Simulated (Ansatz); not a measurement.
# ClHInO− (SMILES [O-][InH][Cl]): functionals against CCSD(T) at one geometry

One table from this session's results is given with a row withheld; the runs are named, their logs left out.

Computed with Ansatz 0.2.0, Gaussian basis. Level: single points in def2-TZVPPD.

Correlated methods freeze the cores. Filled d shells of the heavier atoms are correlated. Core potentials replace the inner electrons past krypton, and spin-orbit coupling is left out.

### The system as given

SMILES `[O-][InH][Cl]`, 4 atoms, charge -1, spin multiplicity 1.

Atoms are counted from 1 here; the program's logs count them from 0.

Bond lengths: O1–In2 1.843 Å, In2–Cl3 2.521 Å, In2–H4 1.821 Å. Angles: O1–In2–Cl3 122.2°, O1–In2–H4 139.2°, Cl3–In2–H4 98.5°.

Geometry (Å):

```xyz
4
charge -1, multiplicity 1
O    -1.9659   -0.6292    0.2269
In   -0.2877    0.0613   -0.0951
Cl    1.7921   -0.9232    0.9343
H     0.4838    1.4458   -0.9922
```

Set-up of the first run:

Input file run/in.yaml:

```yaml
crystal:
  periodic: [false, false, false]
  atoms:
    - {symbol: O, position_ang: [-1.965900, -0.629200, 0.226900]}
    - {symbol: In, position_ang: [-0.287700, 0.061300, -0.095100]}
    - {symbol: Cl, position_ang: [1.792100, -0.923200, 0.934300]}
    - {symbol: H, position_ang: [0.483800, 1.445800, -0.992200]}
basis:
  gaussian: {orbitals: "def2-TZVPPD.json"}
total_charge: -1
correlation: {method: ccsd_t}
output: {forces: true}
```

The basis file named in the input lies beside it (Basis Set Exchange, JSON).

The command line of these runs was not kept.

Steps of the session up to this table: CCSD(T)/def2-TZVPPD; PBE0-D4/def2-TZVPPD; wB97M-V/def2-TZVPPD; r2SCAN-D4/def2-TZVPPD; PBE-D4/def2-TZVPPD; SPW92/def2-TZVPPD; r2SCANh-D4/def2-TZVPPD.

One of the session's tables, all rows but one given; the rest of the session is left out.

```
    method  RMS force component (eV/Å)  angle to CCSD(T) forces (°)
   CCSD(T)                       0.879                    reference
   PBE0-D4                       0.671                          5.4
   wB97M-V                       0.713                          7.4
 r2SCAN-D4                           ?                            ?
    PBE-D4                       0.849                          8.6
     SPW92                       0.639                         10.0
r2SCANh-D4                       0.695                          6.3
```

**Question.** Estimate the row for r2SCAN-D4.

**Answer.** RMS force component (eV/Å): 0.741; angle to CCSD(T) forces (°): 4.3. In the column «RMS force component (eV/Å)» it lies between wB97M-V (0.713) and PBE-D4 (0.849).
